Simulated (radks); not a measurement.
# Taking charge from the 5s level of Sm⁺ in fractions

The task here is to estimate one member of a computed series from the others.

Program: radks (a radial shooting solver on a logarithmic mesh, Libxc functionals) version 1. Level of theory: scalar-relativistic Kohn-Sham, PBE, spin-polarised, spherical densities, finite nucleus; open shells are filled with parallel spins first. These are calculated values, not measurements, unless marked.

### What is computed

| Item | Value |
| --- | --- |
| element | samarium (Z = 62) |
| charge | +1 |
| electrons | 61 |
| configuration | [Kr] 4d10 4f6 5s(up 1, down 1) 5p6 6s1 |
| nuclear rms radius | 5.0819 fm |

A shell typed twice in an input gives spin up, then spin down.

The first run:

The run's settings:

```text
Z 62
configuration [Kr] 4d10 4f6 5s1 5s1 5p6 6s1
relativity scalar-relativistic
functional pbe,pbe
spin polarised
nucleus finite rms 5.0819 fm
c 137.035999084
```

Steps of the session up to this table: Start: [Kr] 4d10 4f6 5s(up 1, down 1) 5p6 6s1.

One of the session's tables, all rows but one given; the rest of the session is left out.

It belongs to the step «Start: [Kr] 4d10 4f6 5s(up 1, down 1) 5p6 6s1». From the orbitals of this run (lengths in bohr):

```
  level     <r>  outermost maximum (interpolated)  90 % within  nodes
4d down       ?                                 ?            ?      ?
  5s up   1.403                              1.26         2.02      4
5s down   1.424                              1.27         2.05      4
  5p up   1.648                              1.43         2.42      3
5p down   1.678                              1.45         2.47      3
  4f up  0.9876                             0.614         1.73      0
  6s up   3.860                              3.41         5.59      5
4f down   1.075                             0.616         1.95      0
```

**Question.** Estimate the row for 4d down.

**Answer.** <r>: 0.6714; outermost maximum (interpolated): 0.587; 90 % within: 1.01; nodes: 1. In the column «<r>» it is the lowest.
